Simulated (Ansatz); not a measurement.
This script makes the interaction energy of a dimer with the counterpoise correction of Cl2H2Si, SMILES Cl[SiH2]Cl with Ansatz 0.2.0 through its Python package.

The script, `run_dimer.py`:
```python
"""Binding of a Cl2H2Si dimer at a trial geometry."""

import ansatz as az

config = {
    "basis_set": "cc-pVDZ",
    "method": "mp2",
}

FIRST = [
    ("Cl", (-1.0665, -0.3453, 1.5964)),
    ("Si", (0.1266, -0.0651, -0.0187)),
    ("Cl", (-0.8557, 1.2299, -1.2969)),
    ("H", (0.3879, -1.3596, -0.7001)),
    ("H", (1.4077, 0.5403, 0.4194)),
]
SECOND = [
    ("Cl", (2.8085, -4.204, 1.5494)),
    ("Si", (1.3062, -3.6583, 0.3021)),
    ("Cl", (-0.0502, -5.218, 0.2471)),
    ("H", (1.836, -3.3901, -1.0601)),
    ("H", (0.6473, -2.4408, 0.8342)),
]

def energy(atoms, ghosts=()):
    molecule = az.Crystal.molecule()
    for symbol, xyz in atoms:
        molecule = molecule.atom(symbol, xyz)
    calc = (
        molecule.calculation()
        .basis(gaussian=config["basis_set"])
        .correlation(config["method"])
    )
    deck = calc.input()
    if ghosts:
        deck = deck.set(az.key.basis.gaussian.ghost_atoms, [{"symbol": s, "position_ang": list(xyz)} for s, xyz in ghosts])
    return az.Session.from_dict(deck).plan().execute().report["free_energy_ev"]


def main() -> None:
    # ghost atoms carry the functions of the partner
    both = energy(FIRST + SECOND)
    alone = energy(FIRST) + energy(SECOND)
    ghosted = energy(FIRST, SECOND) + energy(SECOND, FIRST)
    print(f"dimer {both:.6f} eV")
    print(f"interaction, uncorrected   {23.060548 * (both - alone):8.3f} kcal/mol")
    print(f"interaction, counterpoise  {23.060548 * (both - ghosted):8.3f} kcal/mol")
    print(f"basis-set superposition    {23.060548 * (alone - ghosted):8.3f} kcal/mol")


if __name__ == "__main__":
    main()
```

How large is the interaction at this pose, and how much of it is basis-set superposition?

Uncorrected it is 5.796 kcal/mol, with the counterpoise correction 7.147 kcal/mol; the difference, 1.35 kcal/mol, is the superposition error. In this basis both values are repulsive.

What the script printed:

```console
$ python run_dimer.py
dimer -65827.636636 eV
interaction, uncorrected      5.796 kcal/mol
interaction, counterpoise     7.147 kcal/mol
basis-set superposition       1.351 kcal/mol
```

What to keep in mind:
- Total energies depend on the basis set; only differences at equal settings carry meaning.
- The dimer is a generated trial pose of unrelaxed monomers, not a minimum, so the figure is no binding energy, and the basis set is small.
- Wall time of the script: 11 s on 1 thread of Arm Neoverse V2 (shared host), peak memory 0.4 GiB.

(Lines on the test bed's own set-up are left out of the output.)
